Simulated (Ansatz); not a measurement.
# Ru: the cost of one run

Method: DFT PBEsol, scalar-relativistic, in Ansatz 0.2.0.

### Step 1. Starting point

Symmetry: P6_3/mmc, No. 194, hexagonal system. Conventional cell: a = 2.706 Å, b = 2.706 Å, c = 4.282 Å, α = 90.00°, β = 90.00°, γ = 120.00°. Ru (site symmetry -6m2) has 12 Ru at 2.65 to 2.71 Å as nearest neighbours.

Coordinates:

```
CELL_PARAMETERS angstrom
2.70580 0.00000 0.00000
-1.35290 2.34329 0.00000
0.00000 0.00000 4.28190
ATOMIC_POSITIONS crystal
Ru 0.33333 0.66667 0.25000
Ru 0.66667 0.33333 0.75000
```

Atoms are numbered in the order of the input: Ru1, Ru2.

### Step 2. After the deformation

Space group P6_3/mmc before, P6_3/mmc after.

### Step 3. Full-potential LAPW

File input.yaml:

```yaml
crystal:
  lattice:
    - [2.7057993342, 0.0, 0.0]
    - [-1.3528996671, 2.343290961, 0.0]
    - [0.0, 0.0, 4.367538]
  atoms:
    - { symbol: Ru, position: [0.3333333333, 0.6666666667, 0.25] }
    - { symbol: Ru, position: [0.6666666667, 0.3333333333, 0.75] }
kpoints:
  mp_grid: { grid: [14, 14, 8] }
  band_path:
    path:
      - [0.0, 0.0, 0.0]
      - [0.5, 0.0, 0.0]
      - [0.3333333333, 0.3333333333, 0.0]
      - [0.0, 0.0, 0.0]
      - [0.0, 0.0, 0.5]
      - [0.5, 0.0, 0.5]
      - [0.3333333333, 0.3333333333, 0.5]
      - [0.0, 0.0, 0.5]
      - [0.5, 0.0, 0.5]
    npoints: 5
scf:
  occupations: { method: fermi_dirac, width: 0.03 }
hamiltonian:
  xc: pbesol
  pseudopotentials: { kind: all_electron, lapw: { basis_error: 0.0005 } }
output:
  forces: true
  stress: true
  eigenvalues: true
```

Command:

```bash
> ansatz run input.yaml --threads 1 --pin off --max-ram 3072MiB --backend cpu --events-out ev --progress --plain --runs-dir out
```

Q: Estimate wall time and peak memory on 1 thread of Arm Neoverse V2, shared host.

About 47 s, with a peak of 0.53 GiB.
